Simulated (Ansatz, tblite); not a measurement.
**Si20H28 off sphere (Si20H27+): a ladder of methods and basis sets**

An exercise on one series of results from a longer session: the logs are not shown, and one member is left open.

Program: Ansatz 0.2.0, Gaussian basis. Level of theory: as each input shows. These are calculated values, not measurements.

The runs, in order: GFN1-xTB, GFN2-xTB, PBE-D4/def2-SVP, r2SCAN-D4/def2-SVP, PBE-QIDH/def2-SVP, B97M-V/def2-SVP, r2SCANh-D4/def2-SVP, PBE0-D4/def2-TZVP, PBE-D4/def2-TZVP, MP2/def2-SVP, RPA/def2-SVP.

## The relaxed structure

The geometry is that of the singlet, from an earlier relaxation (PBE-D4/def2-SVP).

47 atoms, charge 1, spin multiplicity 1.

Bond lengths: Si1–Si12 2.355 Å, Si1–Si13 2.356 Å, Si1–H21 1.506 Å, Si1–H22 1.505 Å, Si2–Si11 2.356 Å, Si2–Si15 2.357 Å, Si2–H23 1.506 Å, Si2–H24 1.504 Å, Si3–Si14 2.369 Å, Si3–Si16 2.340 Å, Si3–H25 1.507 Å, Si3–H26 1.501 Å, Si4–Si12 2.355 Å, Si4–Si17 2.358 Å, Si4–Si18 2.354 Å, Si4–H27 1.509 Å, Si5–Si14 2.358 Å, Si5–Si17 2.360 Å and more. Angles: Si12–Si1–Si13 111.3°, Si12–Si1–H21 109.6°, Si12–Si1–H22 108.8°, Si13–Si1–H21 108.7°, Si13–Si1–H22 108.9°, H21–Si1–H22 109.4°, Si11–Si2–Si15 113.5°, Si11–Si2–H23 109.4°, Si11–Si2–H24 110.0°, Si15–Si2–H23 107.1°, Si15–Si2–H24 107.7°, H23–Si2–H24 109.0°, Si14–Si3–Si16 101.2°, Si14–Si3–H25 111.5°, Si14–Si3–H26 114.6°, Si16–Si3–H25 105.4°, Si16–Si3–H26 112.0°, H25–Si3–H26 111.3° and more.

The ion is computed in the gas phase, without counter-ions or solvent.

PBE0-D4/def2-SVP was run before; its log isn't repeated, and its numbers join the tables.

The first run:

Tight binding, by tblite at 300 K electronic temperature and without a spin-polarisation term:

```python
tblite.interface.Calculator('GFN1-xTB', numbers, positions, charge=1, uhf=0).singlepoint()
```

Tight binding, by tblite at 300 K electronic temperature and without a spin-polarisation term:

```python
tblite.interface.Calculator('GFN2-xTB', numbers, positions, charge=1, uhf=0).singlepoint()
```

start.molden holds the orbitals of an earlier run on this state, given as this run's starting guess.

in.yaml reads:

```yaml
crystal:
  periodic: [false, false, false]
  atoms:
    - {symbol: Si, position_ang: [-3.775307, 1.866203, -0.179081]}
    - {symbol: Si, position_ang: [-1.305541, -3.249045, 2.801601]}
    - {symbol: Si, position_ang: [1.698755, -3.426604, -0.334175]}
    - {symbol: Si, position_ang: [-0.998109, 2.020403, -2.955845]}
    - {symbol: Si, position_ang: [1.669798, -0.731692, -3.017814]}
    - {symbol: Si, position_ang: [-1.052577, -0.819919, -0.313266]}
    - {symbol: Si, position_ang: [-0.950149, 1.667629, 2.539013]}
    - {symbol: Si, position_ang: [1.620165, -0.695872, 2.691740]}
    - {symbol: Si, position_ang: [1.731767, 1.994889, -0.281081]}
    - {symbol: Si, position_ang: [4.360863, -0.638065, -0.188699]}
    - {symbol: Si, position_ang: [-2.455117, -1.986701, 1.178643]}
    - {symbol: Si, position_ang: [-2.364857, 0.646726, -1.618248]}
    - {symbol: Si, position_ang: [-2.533314, 3.037058, 1.444316]}
    - {symbol: Si, position_ang: [0.282603, -2.130412, -1.722062]}
    - {symbol: Si, position_ang: [0.215214, -1.979538, 4.078421]}
    - {symbol: Si, position_ang: [2.682996, -1.766148, 0.987792]}
    - {symbol: Si, position_ang: [0.311291, 0.653586, -4.362033]}
    - {symbol: Si, position_ang: [0.441953, 3.381639, -1.684894]}
    - {symbol: Si, position_ang: [3.045326, 0.642862, -1.683692]}
    - {symbol: Si, position_ang: [0.400552, 0.506808, 0.960527]}
    - {symbol: H, position_ang: [-4.580673, 2.855603, -0.978610]}
    - {symbol: H, position_ang: [-4.705922, 0.908636, 0.515376]}
    - {symbol: H, position_ang: [-2.297871, -3.849897, 3.762068]}
    - {symbol: H, position_ang: [-0.533059, -4.357361, 2.140313]}
    - {symbol: H, position_ang: [2.831143, -4.038425, -1.117261]}
    - {symbol: H, position_ang: [0.989532, -4.457981, 0.494257]}
    - {symbol: H, position_ang: [-1.886839, 2.904032, -3.795463]}
    - {symbol: H, position_ang: [2.566608, -1.608459, -3.856887]}
    - {symbol: H, position_ang: [-1.644439, 0.615072, 3.362411]}
    - {symbol: H, position_ang: [-0.029471, 2.452385, 3.437046]}
    - {symbol: H, position_ang: [2.540778, 0.305892, 3.336058]}
    - {symbol: H, position_ang: [2.605679, 2.763667, 0.678235]}
    - {symbol: H, position_ang: [5.200198, -1.681887, -0.875732]}
    - {symbol: H, position_ang: [5.177022, 0.214932, 0.741027]}
    - {symbol: H, position_ang: [-3.363636, -2.886956, 0.383434]}
    - {symbol: H, position_ang: [-3.290235, -0.950111, 1.882979]}
    - {symbol: H, position_ang: [-3.199689, -0.225030, -2.525982]}
    - {symbol: H, position_ang: [-3.442622, 3.567853, 2.523098]}
    - {symbol: H, position_ang: [-1.786504, 4.181920, 0.818892]}
    - {symbol: H, position_ang: [-0.523447, -3.041011, -2.614914]}
    - {symbol: H, position_ang: [1.132262, -2.867682, 4.875973]}
    - {symbol: H, position_ang: [-0.481870, -1.020628, 5.002034]}
    - {symbol: H, position_ang: [-0.573635, -0.213878, -5.217532]}
    - {symbol: H, position_ang: [1.198660, 1.500539, -5.235871]}
    - {symbol: H, position_ang: [1.418477, 4.065568, -2.606405]}
    - {symbol: H, position_ang: [-0.302944, 4.419235, -0.893318]}
    - {symbol: H, position_ang: [3.956207, 1.450126, -2.576401]}
basis:
  gaussian: {orbitals: def2-SVP, fitting: {mean_field: def2-universal-jkfit}, initial_orbitals: start.molden}
total_charge: 1
hamiltonian: {xc: pbe, dispersion: d4}
scf: {omitted_lower_state_checks: [starts]}
output: {forces: true, orbitals: {seedname: orbitals}}
```

Started as:

```
> ansatz run in.yaml --threads 2 --pin off --events-out ev --progress --plain --max-ram 32768MiB --backend cuda --devices 0, --max-vram 18GiB
```

Steps of the session up to this table: PBE-D4/def2-SVP; r2SCAN-D4/def2-SVP; PBE-QIDH/def2-SVP; B97M-V/def2-SVP; r2SCANh-D4/def2-SVP; PBE0-D4/def2-TZVP; PBE-D4/def2-TZVP; MP2/def2-SVP; RPA/def2-SVP.

One of the session's tables, all rows but one given; the rest of the session is left out.

```
              level  HOMO (eV)  LUMO (eV)  gap (eV)
    PBE-D4/def2-SVP      -9.12      -7.31      1.81
   PBE-D4/def2-TZVP      -9.07      -7.26      1.81
 r2SCAN-D4/def2-SVP          ?          ?         ?
    B97M-V/def2-SVP      -9.52      -7.47      2.05
r2SCANh-D4/def2-SVP      -9.71      -7.20      2.51
   PBE0-D4/def2-SVP     -10.05      -6.86      3.19
  PBE0-D4/def2-TZVP      -9.96      -6.76      3.20
```

**Question.** Estimate the row for r2SCAN-D4/def2-SVP.

**Answer.** HOMO (eV): -9.39; LUMO (eV): -7.39; gap (eV): 2.00. In the column «HOMO (eV)» it lies between B97M-V/def2-SVP (-9.52) and PBE-D4/def2-SVP (-9.12).
